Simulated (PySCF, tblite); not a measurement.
**C₅H₇O₂ radical: geometry, infrared bands and EPR parameters**

Wanted: the infrared bands and EPR parameters of C₅H₇O₂ radical (`C=C(C[O])CC=O`), by calculation.

Computed with tblite 0.8.0 and PySCF 2.14.0, with density-fitted response routines of our own, on a single molecule in the gas phase. Atoms are numbered from 0 throughout.

**1. Starting geometry**

14 atoms, charge 0, multiplicity 2; geometry from: force field or distance geometry start.

Bonds of the start (Å): C0–C1 1.34, C1–C2 1.49, C2–O3 1.40, C1–C4 1.50, C4–C5 1.49, C5–O6 1.22, C0–H7 1.09, C0–H8 1.08, C2–H9 1.12, C2–H10 1.10, C4–H11 1.12, C4–H12 1.12, C5–H13 1.11.

**2. Relaxing the molecule with GFN2-xTB**

What the job is given:

```
{"job": {"kind": "relax", "xc": "GFN2-xTB", "basis": "xTB"}, "charge": 0, "multiplicity": 2}
C     -0.816000     1.312400     0.883200
C     -0.399500     0.193100     0.267200
C     -1.309500    -0.550500    -0.656900
O     -2.540700     0.114300    -0.752900
C      0.981200    -0.304100     0.553900
C      1.837700    -0.388700    -0.657700
O      1.450100    -0.077800    -1.769600
H     -1.827700     1.666100     0.681000
H     -0.183800     1.862900     1.562000
H     -1.524000    -1.541500    -0.190600
H     -0.918800    -0.629100    -1.677400
H      0.917800    -1.336800     0.985500
H      1.453500     0.429000     1.249200
H      2.879100    -0.749700    -0.499100
```

Started as:

```bash
> OMP_NUM_THREADS=1 python probes_run.py task.json out
```

One launch serves the whole session: the jobs run in the order shown.

**Question.** This job is followed by: GFN2-xTB harmonic vibrations, gas phase; UKS B3LYP, pcH-1 on C H O, non-relativistic, mean-field spin-orbit, GIAO. Predict these results of the whole session: strongest single infrared mode (GFN2-xTB); zero-point energy (GFN2-xTB); g(iso) (B3LYP); ⟨S²⟩; largest a(iso) (averaged by class); potential on the surface of density 0.002 e/bohr³, 1st and 99th percentile; property runs in this session.

As calculated:

| quantity | value |
| --- | --- |
| strongest single infrared mode (GFN2-xTB) | 1775 cm⁻¹, 226 km/mol |
| zero-point energy (GFN2-xTB) | 65.2 kcal/mol |
| g(iso) (B3LYP) | 2.01402 |
| ⟨S²⟩ | 0.754 (exact 0.75) |
| largest a(iso) (averaged by class) | 1H on H9, H10, 253.0 MHz |
| potential on the surface of density 0.002 e/bohr³, 1st and 99th percentile | -1.55 V and 1.49 V |
| property runs in this session | 1, of which 0 failed and 1 gave unsound results |

In words: Over 75 steps the energy fell by 0.471 eV; of the close pairs, C2–O3 changed most, 1.403 to 1.302 Å. No mode is imaginary among the 36: a minimum at this level. The strongest single mode, at 1775 cm⁻¹, moves mainly C5 and O6. Unscaled tight-binding wavenumbers are off by several per cent, some by more. Its intensities can rank the bands wrongly. Most of the unpaired spin sits on O3 (0.80 e). The isotropic g lies 11.7 ppt above the free-electron value. These values are not to be trusted: the run shows nearly degenerate orbitals, where second-order g theory doesn't apply. The conformer search (at its own cheap level) found a structure 10.3 kcal/mol lower, too far down for a turn about a bond: it may have other bonds, so these spectra needn't be the molecule's.
